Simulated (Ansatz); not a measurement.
**H₂ISSi+ (SMILES [SH+]=[SiH]I): functionals against CCSD(T) at one geometry**

One table from this session's results is given with a row withheld; the runs are named, their logs left out.

The runs use Ansatz 0.2.0, Gaussian basis; single points in def2-TZVPP.

Correlated methods freeze the cores. Filled d shells of the heavier atoms are correlated. Core potentials replace the inner electrons past krypton, and spin-orbit coupling is left out.

**The starting structure**

5 atoms, charge 1, spin multiplicity 1.

Atoms are counted from 1 here; the program's logs count them from 0.

Bond lengths: S1–Si2 2.047 Å, S1–H4 1.283 Å, Si2–I3 2.298 Å, Si2–H5 1.477 Å. Angles: Si2–S1–H4 97.0°, S1–Si2–I3 124.4°, S1–Si2–H5 116.6°, I3–Si2–H5 118.9°.

As a file:

```
S    -1.49840    0.44230   -0.49870
Si    0.32860    0.26290    0.40780
I     1.86230   -1.37910   -0.07480
H    -1.37040   -0.54630   -1.30620
H     0.63710    1.23830    1.47300
```

The first run:

File run/in.yaml:

```yaml
crystal:
  periodic: [false, false, false]
  atoms:
    - {symbol: S, position_ang: [-1.498400, 0.442300, -0.498700]}
    - {symbol: Si, position_ang: [0.328600, 0.262900, 0.407800]}
    - {symbol: I, position_ang: [1.862300, -1.379100, -0.074800]}
    - {symbol: H, position_ang: [-1.370400, -0.546300, -1.306200]}
    - {symbol: H, position_ang: [0.637100, 1.238300, 1.473000]}
basis:
  gaussian: {orbitals: def2-TZVPP}
total_charge: 1
correlation: {method: ccsd_t}
output: {forces: true}
```

The command line of these runs was not kept.

Steps of the session up to this table: CCSD(T)/def2-TZVPP; PBE0-D4/def2-TZVPP; wB97M-V/def2-TZVPP; r2SCAN-D4/def2-TZVPP; PBE-D4/def2-TZVPP; SPW92/def2-TZVPP; LC-wPBE/def2-TZVPP.

One table of the session follows, with a row left open; its other results are not shown here.

| method | RMS force component (eV/Å) | angle to CCSD(T) forces (°) |
| --- | --- | --- |
| CCSD(T) | 0.763 | reference |
| PBE0-D4 | 0.798 | 5.9 |
| wB97M-V | 0.763 | 6.2 |
| r2SCAN-D4 | 0.806 | 3.2 |
| PBE-D4 | 0.900 | 7.8 |
| SPW92 | ? | ? |
| LC-wPBE | 0.760 | 15.9 |

**Question.** Estimate the row for SPW92.

The run gave: RMS force component (eV/Å): 0.920; angle to CCSD(T) forces (°): 12.3. In the column «RMS force component (eV/Å)» it is the highest.
